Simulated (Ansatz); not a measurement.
# ZrPbO3: the cost of one run

Method: DFT PBEsol, scalar-relativistic, plane waves, PAW, in Ansatz 0.2.0.

3 further runs of the same task are left out: 3 set aside as unsound or not needed. Runs told in other sessions of the task aren't counted.

## Step 1: The structure to begin with

Symmetry: Pm-3m, No. 221, cubic system. The conventional cell has a = 4.141 Å, b = 4.141 Å, c = 4.141 Å, α = 90.00°, β = 90.00°, γ = 90.00°. Around Zr (site symmetry m-3m) lie 6 O at 2.07 Å. Pb (site symmetry m-3m) is surrounded by 12 O at 2.93 Å. O (site symmetry 4/mmm) has 2 Zr at 2.07 Å and 4 Pb at 2.93 Å in its first shell of neighbours.

Coordinates:

```xyz
15
Lattice="0.0000 -4.1413 0.0000 0.0000 0.0000 -4.1413 12.4239 0.0000 0.0000" Properties=species:S:1:pos:R:3 pbc="T T T"
Zr    4.1413   -4.1413    0.0000
Zr    8.2826   -4.1413    0.0000
Zr    0.0000   -4.1413    0.0000
Pb    2.0706   -2.0706   -2.0706
Pb    6.2119   -2.0706   -2.0706
Pb   10.3532   -2.0706   -2.0706
O     2.0706   -4.1413    0.0000
O     6.2119   -4.1413    0.0000
O    10.3532   -4.1413    0.0000
O     4.1413   -4.1413   -2.0706
O     8.2826   -4.1413   -2.0706
O     0.0000   -4.1413   -2.0706
O     4.1413   -2.0706    0.0000
O     8.2826   -2.0706    0.0000
O     0.0000   -2.0706    0.0000
```

It goes back to an entry of the Materials Project, which need not be the stable form.

It is built from the cell relaxed beforehand with the same method (14.20 Å³/atom).

## Step 2: Zero of the scan

Contents of input.yaml:

```yaml
crystal:
  lattice:
    - [0.0, -4.1412871247, 0.0]
    - [0.0, 0.0, -4.1412871247]
    - [12.4238613742, 0.0, 0.0]
  atoms:
    - { symbol: Zr, position: [1.0, 0.0, 0.3333333333] }
    - { symbol: Zr, position: [1.0, 0.0, 0.6666666667] }
    - { symbol: Zr, position: [1.0, 0.0, 0.0] }
    - { symbol: Pb, position: [0.5, 0.5, 0.1666666667] }
    - { symbol: Pb, position: [0.5, 0.5, 0.5] }
    - { symbol: Pb, position: [0.5, 0.5, 0.8333333333] }
    - { symbol: O, position: [1.0, 0.0, 0.1666666667] }
    - { symbol: O, position: [1.0, 0.0, 0.5] }
    - { symbol: O, position: [1.0, 0.0, 0.8333333333] }
    - { symbol: O, position: [1.0, 0.5, 0.3333333333] }
    - { symbol: O, position: [1.0, 0.5, 0.6666666667] }
    - { symbol: O, position: [1.0, 0.5, 0.0] }
    - { symbol: O, position: [0.5, 0.0, 0.3333333333] }
    - { symbol: O, position: [0.5, 0.0, 0.6666666667] }
    - { symbol: O, position: [0.5, 0.0, 0.0] }
basis:
  ecutwfc: 420
kpoints:
  mp_grid: { grid: [7, 7, 3] }
hamiltonian:
  xc: pbesol
scf:
  occupations: { method: gaussian, width: 0.05 }
output:
  forces: true
  stress: true
  eigenvalues: true
  write_density: true
  write_potential: true
  elf: true
  volumetric_format: npy
```

Command:

```console
$ ansatz run input.yaml --threads 2 --pin off --max-ram 5120MiB --backend cpu --events-out ev --progress --plain --runs-dir out
```

What time and memory should one allow on 2 threads of Intel Xeon 6975P-C (Granite Rapids), shared host?

About 7.4 s, with a peak of 0.71 GiB.
